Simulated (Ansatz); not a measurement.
Crystal: AlSn.

```
Sn Al
1.0
     4.19811    0.00000    0.00000
    -2.09905    3.63567    0.00000
     0.00000    0.00000    3.30685
Sn Al
1 1
Direct
  0.33333 0.66667 0.50000
  0.00000 0.00000 0.00000
```

The cell comes from a database or a generator and needn't be the stable form of this composition.

| Item | Value |
| --- | --- |
| Program | Ansatz 0.2.0 |
| Task | relaxation of cell and atoms |
| Functional | PBEsol |
| Potentials or basis | all-electron LAPW, scalar-relativistic |
| Basis error allowed | 0.001 eV/atom |
| k mesh | 7 × 7 × 8 |
| Occupations | fermi-dirac, width 0.05 eV |
| Spin | no spin polarisation |

At the start: volume 25.24 Å³/atom.

Question: How do energy, volume and symmetry change on relaxing?

Answer: Over 5 steps the energy falls by 5.2 meV/atom and the volume is 24.35 Å³/atom (-3.5 %); space group P-6m2 (No. 187, to 0.05 Å).

The path:
```tsv
step	energy change (eV)	largest force (eV/Å)	volume (Å³)
1	0.0000	0.0000	50.47
2	-0.0088	0.0000	48.05
3	-0.0104	0.0000	48.74
4	-0.0104	0.0000	48.71
5	-0.0104	0.0000	48.71
```

Final structure:
```xyz
2
Lattice="4.1395 0.0000 0.0000 -2.0698 3.5849 0.0000 0.0000 0.0000 3.2823" Properties=species:S:1:pos:R:3 pbc="T T T"
Sn    0.0000    2.3899    1.6412
Al    0.0000    0.0000    0.0000
```
